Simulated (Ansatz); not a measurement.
# SnH2 (triplet): wave-function methods side by side at a displaced geometry (v2), def2-TZVPP

The task here is to estimate one member of a computed series from the others.

Computed with Ansatz 0.2.0, Gaussian basis. Level: def2-TZVPP, core rule «outside noble gas», up to 9 orbitals frozen.

The runs, in order: UHF; CCSD(T) on ROHF; CCSD(T) on UHF; BCCD(T) on ROHF; CCSDT(Q) on ROHF; CCSDT(Q) on UHF; CASSCF and MRCISD+Q, 6 electrons in 6 orbitals; CASSCF and NEVPT2, 6 electrons in 6 orbitals.

23 further runs of the same task are left out: 7 that didn't finish, 16 set aside as unsound or not needed. Runs told in other sessions of the task aren't counted.

## What is computed

The geometry is a PBE0/def2-TZVP stationary point (not a proven minimum) with its atoms shifted at random (size 0.100 Å). No spin-orbit coupling is included. Elements past krypton take def2 core potentials.

3 atoms, charge 0, spin multiplicity 3.

Atoms are counted from 1 here; the program's logs count them from 0.

Bond lengths: Sn1–H2 1.717 Å, Sn1–H3 1.708 Å. Angles: H2–Sn1–H3 119.5°.

Geometry (Å):

| atom | x (Å) | y (Å) | z (Å) |
| --- | --- | --- | --- |
| Sn1 | 0.00211 | -0.01426 | -0.00013 |
| H2 | -0.16276 | 0.85596 | -1.47128 |
| H3 | -0.08614 | 0.82353 | 1.48604 |

Set-up of the first run:

The input, in.yaml:

```yaml
crystal:
  periodic: [false, false, false]
  atoms:
    - {symbol: Sn, position_ang: [0.002113, -0.014260, -0.000125]}
    - {symbol: H, position_ang: [-0.162761, 0.855958, -1.471285]}
    - {symbol: H, position_ang: [-0.086140, 0.823534, 1.486041]}
basis:
  gaussian: {orbitals: def2-TZVPP}
magnetization: {spin_polarized: true, initial_magnetization: 2}
hamiltonian: {xc: hf}
output: {orbitals: {seedname: orbitals}}
```

Started as:

```
ansatz run in.yaml --threads 1 --pin off --events-out ev --progress --plain --max-ram 2393MiB
```

Steps of the session up to this table: UHF; CCSD(T) on ROHF; CCSD(T) on UHF; BCCD(T) on ROHF; CCSDT(Q) on ROHF; CCSDT(Q) on UHF; CASSCF and MRCISD+Q, 6 electrons in 6 orbitals; CASSCF and NEVPT2, 6 electrons in 6 orbitals.

One table of the session follows, with a row left open; its other results are not shown here.

It belongs to the step «Misses and costs». 

| method | from RCCSDT(Q) (meV) |
| --- | --- |
| ROHF | +2824.5 |
| UHF | +2753.8 |
| RMP2 | +639.1 |
| UMP2 | +615.2 |
| RCCSD | +90.4 |
| UCCSD | +66.8 |
| RCCSD(T) | +19.8 |
| UCCSD(T) | -2.7 |
| BCCD(T) | +19.4 |
| RCCSDT | +1.5 |
| UCCSDT | -21.0 |
| RCCSDT(Q) | 0 |
| UCCSDT(Q) | -22.6 |
| CASSCF valence | +1905.8 |
| NEVPT2 valence | ? |
| MRCISD valence | +79.8 |
| MRCISD+Q valence | -0.6 |

Q: Estimate the row for NEVPT2 valence from the others.

The run gave: from RCCSDT(Q) (meV): +541.1. In the column «from RCCSDT(Q) (meV)» it lies between RCCSD (+90.4) and UMP2 (+615.2).

Caveats from the session: Restricted and unrestricted rows rest on different reference determinants; a gap between their highest levels can come from leftover correlation error, from unlike frozen cores or from another state.
